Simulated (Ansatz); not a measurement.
# CH5FGeN2: rotation by 120° about the N3–Ge4 bond, part 2 of 2

How high is the barrier for the rotation by 120° about the N3–Ge4 bond? Relax the two ends, then run a nudged elastic band between them. SMILES of the start: NC=[N][GeH2][F].

Ansatz 0.2.0; RKS PBE/def2-mTZVP.

## 5. Nudged elastic band

crystal.atoms is end A as relaxed above, and neb.final_atoms is end B, turned to lie on A. With 7 inner images the band has 9 in all. The start path is listed, through a guess of the saddle.

Input file input.yaml:

```yaml
crystal:
  periodic: [false, false, false]
  atoms:
    - { symbol: "N", position_ang: [-0.25014, -0.745373, 1.538129] }
    - { symbol: C, position_ang: [-0.429547, -1.20123, 0.254953] }
    - { symbol: "N", position_ang: [-0.120441, -0.664385, -0.868306] }
    - { symbol: Ge, position_ang: [0.559389, 1.026358, -1.126483] }
    - { symbol: F, position_ang: [-0.483694, 1.751639, -2.356032] }
    - { symbol: H, position_ang: [-0.019662, 0.233609, 1.698461] }
    - { symbol: H, position_ang: [-0.744076, -1.211287, 2.295201] }
    - { symbol: H, position_ang: [-0.873964, -2.21314, 0.242478] }
    - { symbol: H, position_ang: [0.47445, 2.027122, 0.07283] }
    - { symbol: H, position_ang: [1.970786, 0.945386, -1.748231] }
basis:
  gaussian: { orbitals: def2-mTZVP }
hamiltonian:
  xc: pbe
neb:
  order_check: false
  images: 7
  f_tol: 0.05
  max_iterations: 60
  final_atoms:
    - { symbol: "N", position_ang: [-1.04169846, -0.63904217, 1.06892868] }
    - { symbol: C, position_ang: [0.04327026, -1.21721334, 0.48103983] }
    - { symbol: "N", position_ang: [0.86505796, -0.72684737, -0.3801389] }
    - { symbol: Ge, position_ang: [0.80551322, 0.96896197, -1.06346767] }
    - { symbol: F, position_ang: [-0.53781892, 1.91694855, -0.3024807] }
    - { symbol: H, position_ang: [-1.26166897, 0.3421297, 0.89133098] }
    - { symbol: H, position_ang: [-1.56034338, -1.13284586, 1.78801505] }
    - { symbol: H, position_ang: [0.19532412, -2.26064217, 0.80873074] }
    - { symbol: H, position_ang: [2.09530161, 1.74684502, -0.71312165] }
    - { symbol: H, position_ang: [0.48016356, 0.95040466, -2.57583636] }
  initial_path:
    images:
      - { positions_ang: [[-0.25014, -0.745373, 1.538129], [-0.429547, -1.20123, 0.254953], [-0.120441, -0.664385, -0.868306], [0.559389, 1.026358, -1.126483], [-0.483694, 1.751639, -2.356032], [-0.019662, 0.233609, 1.698461], [-0.744076, -1.211287, 2.295201], [-0.873964, -2.21314, 0.242478], [0.47445, 2.027122, 0.07283], [1.970786, 0.945386, -1.748231]] }
      - { positions_ang: [[-0.12947338, -0.82060115, 1.47240438], [-0.54418535, -1.15367542, 0.27798961], [-0.34213037, -0.53573215, -0.80980195], [0.49903725, 1.07126863, -1.10185305], [-0.14252772, 1.53463541, -2.43654202], [0.22937614, 0.10465575, 1.58423859], [-0.49785699, -1.33419083, 2.23341585], [-1.06000805, -2.09704036, 0.29168625], [0.24001281, 2.17303251, -0.19269721], [1.83085666, 1.00634661, -1.31584045]] }
      - { positions_ang: [[-0.00880676, -0.8958293, 1.40667977], [-0.6588237, -1.10612085, 0.30102621], [-0.56381973, -0.40707931, -0.7512979], [0.4386855, 1.11617927, -1.07722311], [0.19863857, 1.31763182, -2.51705205], [0.47841428, -0.0242975, 1.47001618], [-0.25163799, -1.45709465, 2.1716307], [-1.24605211, -1.98094071, 0.3408945], [0.00557562, 2.31894303, -0.45822442], [1.69092732, 1.06730721, -0.88344989]] }
      - { positions_ang: [[0.11185986, -0.97105745, 1.34095515], [-0.77346205, -1.05856627, 0.32406282], [-0.7855091, -0.27842646, -0.69279385], [0.37833375, 1.1610899, -1.05259316], [0.53980485, 1.10062823, -2.59756207], [0.72745243, -0.15325076, 1.35579377], [-0.00541898, -1.57999848, 2.10984555], [-1.43209616, -1.86484107, 0.39010275], [-0.22886157, 2.46485354, -0.72375162], [1.55099798, 1.12826782, -0.45105934]] }
      - { positions_ang: [[0.23252647, -1.0462856, 1.27523053], [-0.8881004, -1.0110117, 0.34709942], [-1.00719846, -0.14977362, -0.6342898], [0.317982, 1.20600053, -1.02796321], [0.88097113, 0.88362464, -2.6780721], [0.97649057, -0.28220401, 1.24157136], [0.24080002, -1.70290231, 2.04806041], [-1.61814022, -1.74874143, 0.439311], [-0.46329876, 2.61076406, -0.98927883], [1.41106864, 1.18922842, -0.01866878]] }
      - { positions_ang: [[-0.08602976, -0.94447474, 1.22365507], [-0.65525774, -1.06256211, 0.38058453], [-0.53913436, -0.29404206, -0.57075208], [0.4398648, 1.14674089, -1.03683932], [0.52627362, 1.14195562, -2.08417425], [0.41695068, -0.12612058, 1.15401127], [-0.20948583, -1.5603882, 1.98304907], [-1.16477413, -1.87671662, 0.53166593], [0.17635133, 2.3947843, -0.92023954], [1.17834237, 1.12952248, -0.65796067]] }
      - { positions_ang: [[-0.40458599, -0.84266389, 1.17207961], [-0.42241507, -1.11411252, 0.41406963], [-0.07107025, -0.43831049, -0.50721435], [0.56174761, 1.08748125, -1.04571544], [0.17157611, 1.4002866, -1.4902764], [-0.1425892, 0.02996285, 1.06645117], [-0.65977168, -1.41787408, 1.91803773], [-0.71140805, -2.0046918, 0.62402087], [0.81600143, 2.17880454, -0.85120024], [0.9456161, 1.06981654, -1.29725257]] }
      - { positions_ang: [[-0.72314222, -0.74085303, 1.12050415], [-0.1895724, -1.16566293, 0.44755473], [0.39699386, -0.58257893, -0.44367663], [0.68363041, 1.02822161, -1.05459155], [-0.18312141, 1.65861757, -0.89637855], [-0.70212909, 0.18604628, 0.97889108], [-1.11005753, -1.27535997, 1.85302639], [-0.25804197, -2.13266699, 0.7163758], [1.45565152, 1.96282478, -0.78216095], [0.71288983, 1.0101106, -1.93654446]] }
      - { positions_ang: [[-1.04169846, -0.63904217, 1.06892868], [0.04327026, -1.21721334, 0.48103983], [0.86505796, -0.72684737, -0.3801389], [0.80551322, 0.96896197, -1.06346767], [-0.53781892, 1.91694855, -0.3024807], [-1.26166897, 0.3421297, 0.89133098], [-1.56034338, -1.13284586, 1.78801505], [0.19532412, -2.26064217, 0.80873074], [2.09530161, 1.74684502, -0.71312165], [0.48016356, 0.95040466, -2.57583636]] }
```

Started as:

```
> ansatz run input.yaml --threads 2 --pin off --max-ram 3072MiB --backend cpu --events-out ev --progress --plain --runs-dir out
```

Standard output, cut to the lines that bear on the results:

```text
Warning: RAYON_NUM_THREADS=2 ignored (pool sized by the plan → 2); use --threads N
[...]
Functional definition: PBE
[...]
1166 factors; their error is unknown
[...]
mean field -63320.64797946 eV, -2326.9908929685 hartree, gradient 1.0e-5 eV, S^2 0.000000; 0 other end points of the search recorded, 0 dependent functions left out
[...]
reference -63320.64801766 eV, -2326.9908943722 hartree; 33, 33 occupied and 94, 94 virtual orbitals, 1166 factors
1166 factors; their error is unknown
[...]
mean field -63320.90470770 eV, -2327.0003275571 hartree, gradient 7.0e-5 eV, S^2 0.000000; 0 other end points of the search recorded, 0 dependent functions left out
[...]
reference -63320.90474742 eV, -2327.0003290170 hartree; 33, 33 occupied and 94, 94 virtual orbitals, 1166 factors
NEB end point (image 0): max|allowed force component| = 5.192e-3 eV/Å (the criterion of neb.relax_end_points is 1.000e-2)
[...]
Atom 0 at    -0.385447    -0.679899     1.523884 Å, force    -0.003204     0.001460     0.001002 eV/Å
Atom 1 at    -0.379963    -1.216064     0.262696 Å, force    -0.000604    -0.002112    -0.002600 eV/Å
Atom 2 at     0.022744    -0.723592    -0.853166 Å, force     0.001727     0.002303     0.003618 eV/Å
Atom 3 at     0.625908     0.995182    -1.127300 Å, force    -0.001029    -0.001809    -0.002393 eV/Å
Atom 4 at    -0.597391     1.775934    -2.142447 Å, force     0.000320     0.000874     0.001441 eV/Å
Atom 5 at    -0.204019     0.311664     1.663178 Å, force     0.001098     0.000331    -0.000875 eV/Å
Atom 6 at    -0.901671    -1.151029     2.261574 Å, force     0.000965    -0.001235    -0.000778 eV/Å
Atom 7 at    -0.756110    -2.255365     0.263648 Å, force     0.000164    -0.000232     0.001326 eV/Å
Atom 8 at     0.736864     1.942440     0.113865 Å, force     0.000263    -0.000166    -0.000572 eV/Å
Atom 9 at     1.922188     0.949428    -1.962933 Å, force     0.000299     0.000586    -0.000169 eV/Å
Dipole moment:     0.066942    -0.208020     0.974532 e Å
this run last wrote the band of iteration 25 to <dir>
```

Run time: 7.3 min. Hardware: 2 threads of Arm Neoverse V2, shared host; peak memory 0.25 GiB.

## 6. Images and barrier

Images 0 and 8 are the ends. Energies count from image 0; the path length is the program's own measure over all atoms.

```tsv
image	path (Å)	energy (eV)	dihedral C2–N3–Ge4–F5 (°)	band force (eV/Å)
0	0.000	0.0000	-129	-
1*	0.569	0.0003	-112	0.004
2	1.146	-0.0051	-95	0.030
3	1.723	-0.0274	-81	0.022
4	2.299	-0.0725	-67	0.042
5	2.876	-0.1421	-52	0.004
6	3.453	-0.2121	-36	0.034
7	4.029	-0.2495	-18	0.001
8	4.606	-0.2567	3	-
```

The star marks the climbing image.

image, energy (eV) and a bar:
```
        0      0.000 ##############################
        1      0.000 ##############################
        2     -0.005 #############################
        3     -0.027 ###########################
        4     -0.072 ######################
        5     -0.142 #############
        6     -0.212 #####
        7     -0.250 #
        8     -0.257
```

How the highest energy settled:

```tsv
iteration	highest image above image 0 (eV)	largest band force (eV/Å)
1	396.8099	1133.620
3	94.5485	269.327
5	22.2172	69.624
7	4.0066	14.455
9	0.3972	2.802
11	0.3967	1.654
13	0.3173	1.794
15	0.2014	1.118
17	0.1593	0.734
19	0.0006	0.246
21	0.0003	0.107
23	0.0003	0.119
25	0.0003	0.042
```

The band as a trajectory file:

```xyz
10
image=0 dE=0.0000
N    -0.250   -0.745    1.538
C    -0.430   -1.201    0.255
N    -0.120   -0.664   -0.868
Ge    0.559    1.026   -1.126
F    -0.484    1.752   -2.356
H    -0.020    0.234    1.698
H    -0.744   -1.211    2.295
H    -0.874   -2.213    0.242
H     0.474    2.027    0.073
H     1.971    0.945   -1.748
10
image=1 dE=0.0003
N    -0.385   -0.680    1.524
C    -0.380   -1.216    0.263
N     0.023   -0.724   -0.853
Ge    0.626    0.995   -1.127
F    -0.597    1.776   -2.142
H    -0.204    0.312    1.663
H    -0.902   -1.151    2.262
H    -0.756   -2.255    0.264
H     0.737    1.942    0.114
H     1.922    0.949   -1.963
10
image=2 dE=-0.0051
N    -0.607   -0.586    1.459
C    -0.350   -1.221    0.278
N     0.161   -0.780   -0.817
Ge    0.702    0.952   -1.129
F    -0.643    1.793   -1.924
H    -0.400    0.400    1.598
H    -1.008   -1.092    2.241
H    -0.649   -2.285    0.317
H     1.014    1.841    0.122
H     1.863    0.927   -2.143
10
image=3 dE=-0.0274
N    -0.703   -0.528    1.409
C    -0.302   -1.226    0.307
N     0.271   -0.832   -0.776
Ge    0.765    0.910   -1.122
F    -0.661    1.814   -1.687
H    -0.630    0.484    1.464
H    -1.165   -1.004    2.177
H    -0.520   -2.305    0.413
H     1.264    1.729    0.112
H     1.766    0.906   -2.294
10
image=4 dE=-0.0725
N    -0.736   -0.495    1.375
C    -0.226   -1.234    0.347
N     0.370   -0.864   -0.731
Ge    0.779    0.889   -1.128
F    -0.723    1.818   -1.402
H    -0.820    0.518    1.315
H    -1.243   -0.949    2.129
H    -0.360   -2.317    0.522
H     1.482    1.658    0.031
H     1.560    0.924   -2.455
10
image=5 dE=-0.1421
N    -0.780   -0.488    1.320
C    -0.153   -1.241    0.366
N     0.488   -0.870   -0.686
Ge    0.797    0.895   -1.104
F    -0.747    1.811   -1.069
H    -0.983    0.495    1.146
H    -1.336   -0.948    2.036
H    -0.212   -2.321    0.588
H     1.676    1.624   -0.049
H     1.334    0.991   -2.545
10
image=6 dE=-0.2121
N    -0.753   -0.529    1.303
C    -0.055   -1.249    0.375
N     0.566   -0.843   -0.678
Ge    0.728    0.933   -1.117
F    -0.777    1.818   -0.658
H    -1.025    0.433    1.094
H    -1.288   -1.017    2.015
H    -0.029   -2.327    0.612
H     1.841    1.640   -0.299
H     0.875    1.091   -2.644
10
image=7 dE=-0.2495
N    -0.869   -0.569    1.236
C     0.005   -1.237    0.427
N     0.719   -0.792   -0.547
Ge    0.765    0.956   -1.093
F    -0.675    1.850   -0.459
H    -1.152    0.382    0.994
H    -1.458   -1.090    1.879
H     0.101   -2.303    0.698
H     1.984    1.705   -0.500
H     0.662    1.046   -2.631
10
image=8 dE=-0.2567
N    -1.042   -0.639    1.069
C     0.043   -1.217    0.481
N     0.865   -0.727   -0.380
Ge    0.806    0.969   -1.063
F    -0.538    1.917   -0.302
H    -1.262    0.342    0.891
H    -1.560   -1.133    1.788
H     0.195   -2.261    0.809
H     2.095    1.747   -0.713
H     0.480    0.950   -2.576
```

## 7. Frequencies at the highest image

The geometry is the highest inner image of the first converged band.

Input file input.yaml:

```yaml
crystal:
  periodic: [false, false, false]
  atoms:
    - { symbol: "N", position_ang: [-0.385447, -0.679899, 1.523884] }
    - { symbol: C, position_ang: [-0.379963, -1.216064, 0.262696] }
    - { symbol: "N", position_ang: [0.022744, -0.723592, -0.853166] }
    - { symbol: Ge, position_ang: [0.625908, 0.995182, -1.1273] }
    - { symbol: F, position_ang: [-0.597391, 1.775934, -2.142447] }
    - { symbol: H, position_ang: [-0.204019, 0.311664, 1.663178] }
    - { symbol: H, position_ang: [-0.901671, -1.151029, 2.261574] }
    - { symbol: H, position_ang: [-0.75611, -2.255365, 0.263648] }
    - { symbol: H, position_ang: [0.736864, 1.94244, 0.113865] }
    - { symbol: H, position_ang: [1.922188, 0.949428, -1.962933] }
basis:
  gaussian: { orbitals: def2-mTZVP }
hamiltonian:
  xc: pbe
phonons: {}
```

Started as:

```
> ansatz run input.yaml --threads 2 --pin off --max-ram 3072MiB --backend cpu --events-out ev --progress --plain --runs-dir out
```

Standard output, cut to the lines that bear on the results:

```text
Warning: RAYON_NUM_THREADS=2 ignored (pool sized by the plan → 2); use --threads N
[...]
[... 1 set-up line as earlier in the session ...]
[...]
1166 factors; their error is unknown
[...]
mean field -63320.64766596 eV, -2326.9908814476 hartree, gradient 2.6e-5 eV, S^2 0.000000; 0 other end points of the search recorded, 0 dependent functions left out
[...]
reference -63320.64770439 eV, -2326.9908828597 hartree; 33, 33 occupied and 94, 94 virtual orbitals, 1166 factors
[...]
1166 factors; their error is unknown
mean field -63320.64760781 eV, -2326.9908793105 hartree, gradient 2.0e-6 eV, S^2 0.000000; 0 other end points of the search recorded, 0 dependent functions left out
[...]
reference -63320.64764623 eV, -2326.9908807224 hartree; 33, 33 occupied and 94, 94 virtual orbitals, 1166 factors
[...]
1166 factors; their error is unknown
[...]
mean field -63320.64762317 eV, -2326.9908798751 hartree, gradient 1.5e-6 eV, S^2 0.000000; 0 other end points of the search recorded, 0 dependent functions left out
[...]
WARN: phonons: modes at or below zero, which the zero-point energy, F, S and C_V leave out: 1, the lowest at -27.78 cm⁻¹. A minimum has none, and a first-order saddle one
[...]
Atom 1 at    -0.379963    -1.216064     0.262696 Å, force    -0.000621    -0.002046    -0.002691 eV/Å
Atom 2 at     0.022744    -0.723592    -0.853166 Å, force     0.001533     0.002190     0.003737 eV/Å
Atom 3 at     0.625908     0.995182    -1.127300 Å, force    -0.000835    -0.001736    -0.002623 eV/Å
Atom 4 at    -0.597391     1.775934    -2.142447 Å, force     0.000307     0.000883     0.001402 eV/Å
Atom 5 at    -0.204019     0.311664     1.663178 Å, force     0.001108     0.000319    -0.000550 eV/Å
Atom 6 at    -0.901671    -1.151029     2.261574 Å, force     0.000991    -0.001230    -0.000754 eV/Å
Atom 7 at    -0.756110    -2.255365     0.263648 Å, force     0.000149    -0.000204     0.001338 eV/Å
Atom 8 at     0.736864     1.942440     0.113865 Å, force     0.000056    -0.000368    -0.000569 eV/Å
Atom 9 at     1.922188     0.949428    -1.962933 Å, force     0.000394     0.000655    -0.000106 eV/Å
Dipole moment:     0.066946    -0.208021     0.974531 e Å
Vibrations: -27.78 147.75 168.32 293.30 297.88 500.06 558.05 579.86 600.47 647.35 661.47 774.85 840.02 952.72 1054.00 1225.13 1391.81 1607.04 1674.43 1998.70 2122.67 2955.75 3477.91 3596.79 cm⁻¹, zero-point energy 1.743611 eV
```

It took 82 s on 2 threads of Arm Neoverse V2, shared host; peak memory 0.16 GiB.

Of 24 modes, none is imaginary by more than 30 cm⁻¹.

## 8. Results

The summary covers parts 1 to 2.

```
                    quantity                     value
                       end A  22 moves, 0.573 eV lower
                       end B  12 moves, 0.736 eV lower
            barrier forwards                  0.000 eV
           barrier backwards                  0.257 eV
second end relative to first                 -0.257 eV
               highest image     1 of 0 to 8, climbing
             band iterations                        25
  imaginary modes at the top         none over 30 cm⁻¹
```

The barrier from the first end is 0.000 eV, 0.0 times kT at 300 K. Going back costs 0.26 eV, since the second end is 0.26 eV below the first. One side of the top is under 10 meV high, within the band's own error, so that end is barely a minimum along this path. The listed dihedral goes from -129° at end A through -112° at the highest image to 3° at end B. The top lies far from the middle of that turn, so other motions may share in it and the barrier need not be this torsion's alone. The image tested for vibrations has no imaginary mode over 30 cm⁻¹, but on so flat a path that settles little. Zero-point energy and entropy are left out.
